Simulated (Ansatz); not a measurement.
**C2H5AlClF: one species, many methods**

An exercise on one series of results from a longer session: the logs are not shown, and one member is left open.

The runs use Ansatz 0.2.0, Gaussian basis; functionals in def2-TZVPP, the program's frozen cores in correlated methods.

Plan: LDA (SPW92), PBE-D4, revPBE-D4, BLYP-D4, r2SCAN-D4, B97M-V, PBE0-D4, B3LYP-D4, r2SCANh-D4, r2SCAN0-D4, HSE06-D4, BHLYP-D4, CAM-B3LYP-D4, LC-ωPBE, ωB97X-V, ωB97M-V, B2PLYP, PBE-QIDH; CCSD(T)/def2-SVP; CCSD(T)/def2-TZVPP; MP2/def2-QZVPP; extrapolation to the limit; RPA on PBE.

### Structure used throughout

An earlier PBE0-D4 in a triple-zeta def2 set relaxation fixed the geometry.

10 atoms, charge 0, spin multiplicity 1.

Atoms are counted from 1 here; the program's logs count them from 0.

Bond lengths: C1–C2 1.528 Å, C1–H6 1.093 Å, C1–H7 1.092 Å, C1–H8 1.092 Å, C2–Al3 1.938 Å, C2–H9 1.097 Å, C2–H10 1.097 Å, Al3–F4 1.645 Å, Al3–Cl5 2.090 Å. Angles: C2–C1–H6 111.5°, C2–C1–H7 111.8°, C2–C1–H8 111.7°, H6–C1–H7 107.4°, H6–C1–H8 107.4°, H7–C1–H8 106.8°, C1–C2–Al3 115.9°, C1–C2–H9 110.7°, C1–C2–H10 110.8°, Al3–C2–H9 107.0°, Al3–C2–H10 107.1°, H9–C2–H10 104.6°, C2–Al3–F4 120.9°, C2–Al3–Cl5 122.8°, F4–Al3–Cl5 116.3°.

Set-up of the first run:

The input, in.yaml:

```yaml
crystal:
  periodic: [false, false, false]
  atoms:
    - {symbol: C, position_ang: [-0.547496, 0.774727, 0.923110]}
    - {symbol: C, position_ang: [0.622599, 0.321582, 0.051580]}
    - {symbol: Al, position_ang: [0.266129, -1.164722, -1.140240]}
    - {symbol: F, position_ang: [1.452632, -1.781064, -2.099355]}
    - {symbol: Cl, position_ang: [-1.611112, -2.071472, -1.291668]}
    - {symbol: H, position_ang: [-0.268917, 1.619110, 1.559500]}
    - {symbol: H, position_ang: [-1.403678, 1.087074, 0.320925]}
    - {symbol: H, position_ang: [-0.898465, -0.026256, 1.577774]}
    - {symbol: H, position_ang: [0.987748, 1.149423, -0.569080]}
    - {symbol: H, position_ang: [1.483559, 0.040397, 0.670455]}
basis:
  gaussian: {orbitals: def2-TZVPP}
hamiltonian: {xc: lda}
output: {orbitals: {seedname: orbitals}}
```

On the command line:

```bash
$ ansatz run in.yaml --threads 4 --pin off --events-out ev --progress --plain --max-ram 10444MiB
```

Steps of the session up to this table: LDA; PBE-D4 (GGA); revPBE-D4 (GGA); BLYP-D4 (GGA); r2SCAN-D4 (meta-GGA); B97M-V (meta-GGA); B3LYP-D4 (hybrid); r2SCANh-D4 (hybrid); r2SCAN0-D4 (hybrid); HSE06-D4 (hybrid); BHLYP-D4 (hybrid); CAM-B3LYP-D4 (range-separated); LC-ωPBE (range-separated); ωB97X-V (range-separated); ωB97M-V (range-separated); B2PLYP (double hybrid); PBE-QIDH (double hybrid).

One table of the session follows, with a row left open; its other results are not shown here.

It belongs to the step «Orbital energies across the functionals». 

```
  functional  HOMO (eV)  gap (eV)
 LDA (SPW92)      -7.25      5.63
      PBE-D4      -7.12      5.78
   revPBE-D4      -7.05      5.84
     BLYP-D4      -7.00      5.72
   r2SCAN-D4      -7.36      6.38
      B97M-V      -7.44      6.29
     PBE0-D4      -8.41      7.85
    B3LYP-D4      -8.20      7.40
  r2SCANh-D4          ?         ?
  r2SCAN0-D4      -8.57      8.22
    HSE06-D4      -8.00      7.08
    BHLYP-D4      -9.62      9.81
CAM-B3LYP-D4      -9.79     10.14
     LC-ωPBE     -11.13     12.65
     ωB97X-V     -10.77     12.14
     ωB97M-V     -10.62     11.65
```

Q: Estimate the row for r2SCANh-D4 from the others.

Worked estimate for «HOMO (eV)». Against the share of exact exchange, r2SCAN-D4 (0, -7.36), r2SCAN0-D4 (0.25, -8.57) give a slope of -4.84 per unit share; at 0.1 the line stands at -7.84.

**Answer.** HOMO (eV): -7.84; gap (eV): 7.12. In «HOMO (eV)» the line misses by 0.00.
